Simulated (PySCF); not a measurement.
# C3BN3: the cost of one run

Computed with PySCF 2.14.0, with density-fitted response routines of our own, on a single molecule in the gas phase. Atoms count from 0, in the outputs and in this text.

### Step 1. The starting structure

7 atoms, charge 0, multiplicity 1; geometry from: PBE0-D3(BJ)/def2-SVP.

Bonds of the start (Å): N0–C1 1.16, C1–B2 1.53, B2–C3 1.53, C3–N4 1.16, B2–C5 1.53, C5–N6 1.16.

### Step 2. Nuclear shieldings: PBE0/6-31G*

The job: settings as JSON, then the geometry in Å.

```
{"job": {"kind": "nmr", "xc": "PBE0", "basis": "6-31G*", "pop": true}, "charge": 0, "multiplicity": 1}
N     -0.102650     2.739459     0.079582
C     -0.043865     1.580116     0.073786
B      0.032553     0.053263     0.067116
C      1.389998    -0.642918    -0.025939
N      2.421417    -1.170967    -0.095988
C     -1.250464    -0.773127     0.156205
N     -2.226634    -1.397426     0.225390
```

With the program's defaults for keys left out, this is: GIAO PBE0/6-31G* NMR shielding, non-relativistic, gas phase.

Launch:

```console
> OMP_NUM_THREADS=1 python probes_run.py task.json out
```

This one command runs all jobs of the session in turn.

Q: Estimate the wall time and peak memory of this first job on 1 thread of Arm Neoverse V1, shared host.

About 6.2 s, with a peak of 0.48 GiB.
